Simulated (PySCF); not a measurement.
# GeH4P: the cost of one run

Computed with PySCF 2.14.0 and routines of our own; the level stands in each step. Atoms count from 0.

## (1) The starting structure

6 atoms, charge -1, multiplicity 1; geometry from: GFN2-xTB.

## (2) NMR shieldings: PBE0/pcSseg-1 Ge:us-x2c-TZVPall-2c in dichloromethane, spin–orbit

The job: settings as JSON, then the geometry in Å.

```
{"job": {"kind": "hnmr", "xc": "PBE0", "basis": {"default": "pcSseg-1", "Ge": "us-x2c-TZVPall-2c"}, "rel": "so", "solvent": "dichloromethane"}, "charge": -1, "multiplicity": 1}
P      1.596381    -0.871388    -0.336540
Ge    -0.428449    -0.024404    -0.031322
H      2.177026     0.245951     0.189703
H     -0.930752     0.328474     1.394608
H     -1.555260    -0.959430    -0.486594
H     -0.855824     1.282788    -0.751430
```

With the program's defaults for keys left out, this is: PBE0/pcSseg-1 Ge:us-x2c-TZVPall-2c GIAO NMR shielding, X2C with spin-orbit coupling, screened-nuclear two-electron part, Gaussian nuclei, IEF-PCM dichloromethane.

The run is started by

```console
$ OMP_NUM_THREADS=1 python heavy_run.py task.json out
```

The driver reads the jobs from task.json and runs them one after another.

Q: Estimate the wall time and peak memory of this first job on 1 thread of Arm Neoverse V2, shared host.

About 24 s, with a peak of 0.76 GiB.
